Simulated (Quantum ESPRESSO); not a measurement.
The system is GdO.

```xyz
2
Lattice="2.8018 0.0000 0.0000 0.0000 2.8018 0.0000 0.0000 0.0000 2.8018" Properties=species:S:1:pos:R:3 pbc="T T T"
Gd    0.0000    0.0000    0.0000
O     1.4009    1.4009    1.4009
```

The cell comes from a database or a generator and needn't be the stable form of this composition.

Base run:

| Quantity | Value |
| --- | --- |
| Program | Quantum ESPRESSO 7.5 |
| Functional | PBE |
| Potentials or basis | SSSP 1.3 efficiency PBE |
| Cutoff | 748 eV |
| Density cutoff | 5987 eV |
| k mesh | 7 × 7 × 7 |
| Occupations | gaussian, width 0.05 eV |
| Spin | collinear spin, ferromagnetic start |
| Starting moments | [7.0, 0.0] μB |
| Hubbard terms | Gd f U = 8 eV |

Its results: band gap on the k mesh none (metal or under the smearing width); pressure 58.3 GPa; net moment 7.22 μB per cell; site moments Gd +6.99; O -0.03 μB.

Q: The run is repeated on the same cell with these changes: hubbard terms from Gd f U = 8 eV to Gd f U = 4 eV. What comes out?

A: Band gap on the k mesh none (metal or under the smearing width); pressure 55.4 GPa; net moment 7.22 μB per cell; site moments Gd +6.97; O -0.01 μB.

Caveats: a pressure of tens of GPa on the cell as given is suspect, and the run, the potentials or the cell itself is likely at fault; spin-orbit coupling is left out, which moves the levels of the heavy elements; a cell with one magnetic atom can't hold antiferromagnetic order, which such compounds often take.
